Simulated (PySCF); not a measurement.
**Solver options tried on RuH2 (quintet)**

Do solver options change the result for RuH2 (quintet), or only the number of cycles?

The runs use PySCF 2.14.0; method and basis as typed in the scripts.

1 further run of the same task is left out (for a known fault of the program).

## (1) Starting geometry

RuH2 (quintet): 3 atoms, charge 0, spin multiplicity 5.

Bond lengths: Ru1–H2 1.653 Å, Ru1–H3 1.653 Å. Angles: H2–Ru1–H3 140.7°.

Geometry (Å):

```tsv
atom	x (Å)	y (Å)	z (Å)
Ru1	0.00000	0.00000	-0.01080
H2	1.55640	0.00000	0.54550
H3	-1.55640	0.00000	0.54550
```

## (2) The base run

Contents of input.py:

```python
from pyscf import gto, dft

mol = gto.M(
    atom='Ru 0 0 -0.0108; H 1.5564 0 0.5455; H -1.5564 0 0.5455',
    basis='lanl2dz',
    ecp={'Ru': 'lanl2dz'},
    charge=0,
    spin=4,
    symmetry=True,
    verbose=3,
)
mf = dft.UKS(mol, xc='m062x')
mf.level_shift = 0.3
mf.kernel()
mf.dip_moment()
print('orbital energies (hartree):', [e[max(0, n-3):n+3].round(4) for e, n in zip(mf.mo_energy, mol.nelec)])
```

Started as:

```console
$ OMP_NUM_THREADS=1 python input.py
```

The log of this run is left out.

In short: E(SCF) = -94.813489 Eh, ⟨S²⟩ = 6.005, μ = 1.54 D.

No search for the lowest state was made; open d or f shells can end in a higher solution. The quintet is typed in the script; nothing here shows that it is the ground state.

## (3) DIIS space 20

Run 1 changes DIIS space: default → 20.

Contents of input.py:

```python
from pyscf import gto, dft

mol = gto.M(
    atom='Ru 0 0 -0.0108; H 1.5564 0 0.5455; H -1.5564 0 0.5455',
    basis='lanl2dz',
    ecp={'Ru': 'lanl2dz'},
    charge=0,
    spin=4,
    symmetry=True,
    verbose=3,
)
mf = dft.UKS(mol, xc='m062x')
mf.level_shift = 0.3
mf.diis_space = 20
mf.kernel()
mf.dip_moment()
print('orbital energies (hartree):', [e[max(0, n-3):n+3].round(4) for e, n in zip(mf.mo_energy, mol.nelec)])
```

Started as:

```console
$ OMP_NUM_THREADS=1 python input.py
```

## (4) Convergence threshold 0.001 hartree

Run 2 changes convergence threshold: default → 0.001 hartree.

Edit input.py of step 2 so:

```diff
@@ -12,2 +12,3 @@
 mf = dft.UKS(mol, xc='m062x')
+mf.conv_tol = 0.001
 mf.level_shift = 0.3
```

**Question.** What will these runs give? Wanted: for each run, E(SCF); from base; SCF dipole.

As calculated:

```tsv
run	E(SCF) (hartree)	from base (eV)	SCF dipole (D)
base	-94.813489	0	1.54
DIIS space 20	-94.813489	0.0000	1.54
convergence threshold 0.001 hartree	-94.813413	not comparable	1.55
```

**Reading.** With DIIS space 20 the SCF ends at the base energy. Rows marked «poor choice» come from settings spoiled on purpose.
